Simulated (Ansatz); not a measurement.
# CH6OSi: the cost of one run

Method: PBE0-D4/def2-TZVP structures, single points in def2-TZVPP, no counterpoise correction; program: Ansatz 0.2.0, Gaussian basis.

Levels: SPW92, PBE-D4, BLYP-D4, r2SCAN-D4, B97M-V, PBE0-D4, B3LYP-D4, r2SCAN0-D4, BHLYP-D4, CAM-B3LYP-D4, wB97X-V, wB97M-V, B2PLYP, PBE-QIDH, RPA on PBE, Hartree-Fock, MP2, CCSD, CCSD(T).

Cores are frozen in the correlated methods. B3LYP uses VWN-RPA correlation. B2PLYP carries no dispersion term here.

94 further runs of the same task are left out: 94 set aside as unsound or not needed.

## Step 1: Starting geometry

The complex: 13 atoms, charge 0, spin multiplicity 1.

Atoms are counted from 1 here; the program's logs count them from 0.

Bond lengths: Si1–O2 1.654 Å, Si1–H4 1.495 Å, Si1–H5 1.485 Å, Si1–H6 1.477 Å, O2–C3 1.408 Å, C3–H9 1.092 Å, C3–H10 1.097 Å, C3–H11 1.097 Å, H7–N8 1.014 Å, N8–H12 1.012 Å, N8–H13 1.012 Å. Angles: O2–Si1–H4 107.6°, O2–Si1–H5 112.2°, O2–Si1–H6 107.8°, H4–Si1–H5 107.4°, H4–Si1–H6 109.6°, H5–Si1–H6 112.2°, Si1–O2–C3 121.1°, O2–C3–H9 108.4°, O2–C3–H10 111.5°, O2–C3–H11 111.6°, H9–C3–H10 108.5°, H9–C3–H11 108.4°, H10–C3–H11 108.4°, H7–N8–H12 107.8°, H7–N8–H13 107.8°, H12–N8–H13 107.5°.

As a file:

```xyz
13
CH9NOSi
Si   -1.19064    0.62443    0.43008
O    -0.36521   -0.76800    0.09041
C    -0.62900   -1.50145   -1.08196
H    -2.64927    0.33040    0.28785
H    -0.86274    1.71709   -0.52105
H    -0.89527    0.99600    1.82868
H     1.73441    0.10659    0.61237
N     1.93933    1.08475    0.78095
H    -0.07918   -2.44320   -1.03090
H    -0.30434   -0.95798   -1.97749
H    -1.69678   -1.72952   -1.18369
H     2.39279    1.15474    1.68305
H     2.60580    1.38628    0.08150
```

Its parts: CH6OSi holds atoms 1, 2, 3, 4, 5, 6, 9, 10, 11; NH3 holds atoms 7, 8, 12, 13. Each part counts its atoms afresh in its own runs.

## Step 2: Relaxing CH6OSi alone

relax-a/in.yaml

```yaml
crystal:
  periodic: [false, false, false]
  atoms:
    - {symbol: Si, position_ang: [-1.190642, 0.624427, 0.430079]}
    - {symbol: O, position_ang: [-0.365206, -0.768004, 0.090408]}
    - {symbol: C, position_ang: [-0.628999, -1.501452, -1.081956]}
    - {symbol: H, position_ang: [-2.649274, 0.330398, 0.287846]}
    - {symbol: H, position_ang: [-0.862738, 1.717086, -0.521050]}
    - {symbol: H, position_ang: [-0.895266, 0.996001, 1.828679]}
    - {symbol: H, position_ang: [-0.079180, -2.443203, -1.030898]}
    - {symbol: H, position_ang: [-0.304344, -0.957980, -1.977486]}
    - {symbol: H, position_ang: [-1.696784, -1.729524, -1.183695]}
basis:
  gaussian: {orbitals: def2-TZVP}
hamiltonian: {xc: pbe0, dispersion: d4}
relax: {f_tol: 0.005, max_steps: 200}
```

Started as:

```console
$ ansatz run in.yaml --threads 4 --pin off --events-out ev --progress --plain --max-ram 9574MiB
```

**Question.** How long does this run take on 4 threads of Arm Neoverse V2, shared host?

About 8.5 s.
